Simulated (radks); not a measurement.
# Zn²⁰⁺ in [He] 2s1.75 2p6 3s0.25: an all-electron calculation

Wanted: eigenvalues, radial structure and energy terms of the zinc ion Zn20+.

Method: Dirac Kohn-Sham, PBE, spin-unpolarised, spherical densities, finite nucleus. Code: radks (a radial shooting solver on a logarithmic mesh, Libxc functionals) version 1.

## (1) Starting point

```
element            : zinc (Z = 30)
charge             : +20
electrons          : 10
configuration      : [He] 2s1.75 2p6 3s0.25
nuclear rms radius : 3.9283 fm
```

## (2) The calculation

The run's settings:

```text
Z 30
configuration [He] 2s1.75 2p6 3s0.25 3p0 4s0
relativity Dirac
functional pbe,pbe
spin unpolarised
j_filling energy
nucleus finite rms 3.9283 fm
c 137.035999084
```

Q: Predict the outcome of this run.

As calculated:

| quantity | value |
| --- | --- |
| total energy | -1557.70887 hartree |
| exchange-correlation share of it | 3.03 % |
| −T/E | 1.0207 |
| highest occupied level | 3s1/2, -762.05 eV |
| most extended occupied level | 3s1/2, <r> = 0.548 bohr |
| radius at density 0.001 e/bohr³ | 1.10 bohr |
| maxima of the radial density | 2 |

What this shows: The radial density shows 2 maxima for 3 occupied principal shells; where shells overlap, one shows as a shoulder or not at all. Relativity lifts −T/E to 1.021. This is not the tabulated ground configuration, so its levels and sizes aren't those of the ground state, and no measured value stands beside it.
